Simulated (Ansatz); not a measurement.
# FGeH2S: the cost of one run

All numbers below are computed with Ansatz 0.2.0 (UKS r2SCAN-D4/def2-SVP).

## Step 1: Starting point

Bond lengths: F1–Ge2 1.736 Å, Ge2–S3 2.193 Å, Ge2–H4 1.530 Å, S3–H5 1.391 Å. Angles: F1–Ge2–S3 108.4°, F1–Ge2–H4 113.3°, S3–Ge2–H4 106.2°, Ge2–S3–H5 93.6°.

Structure file:

```xyz
5

F    -1.2954   -0.4784    1.2903
Ge   -0.5100   -0.7231   -0.2389
S     1.6034   -0.1787   -0.0268
H    -1.0686    0.1608   -1.3552
H     1.3206    1.1458    0.2892
```

## Step 2: End point A

Contents of input.yaml:

```yaml
crystal:
  periodic: [false, false, false]
  atoms:
    - { symbol: F, position_ang: [-1.2954, -0.4784, 1.2903] }
    - { symbol: Ge, position_ang: [-0.51, -0.7231, -0.2389] }
    - { symbol: S, position_ang: [1.6034, -0.1787, -0.0268] }
    - { symbol: H, position_ang: [-1.0686, 0.1608, -1.3552] }
    - { symbol: H, position_ang: [1.3206, 1.1458, 0.2892] }
magnetization:
  spin_polarized: true
  initial_magnetization: 1
basis:
  gaussian: { orbitals: def2-SVP }
hamiltonian:
  xc: r2scan
  dispersion: d4
relax:
  f_tol: 0.015
  max_steps: 40
output:
  orbitals: {}
```

Run with:

```bash
> ansatz run input.yaml --threads 2 --pin off --max-ram 3072MiB --backend cpu --events-out ev --progress --plain --runs-dir out
```

What time and memory should one allow on 2 threads of Arm Neoverse V1, shared host?

About 99 s, with a peak of 0.2 GiB.
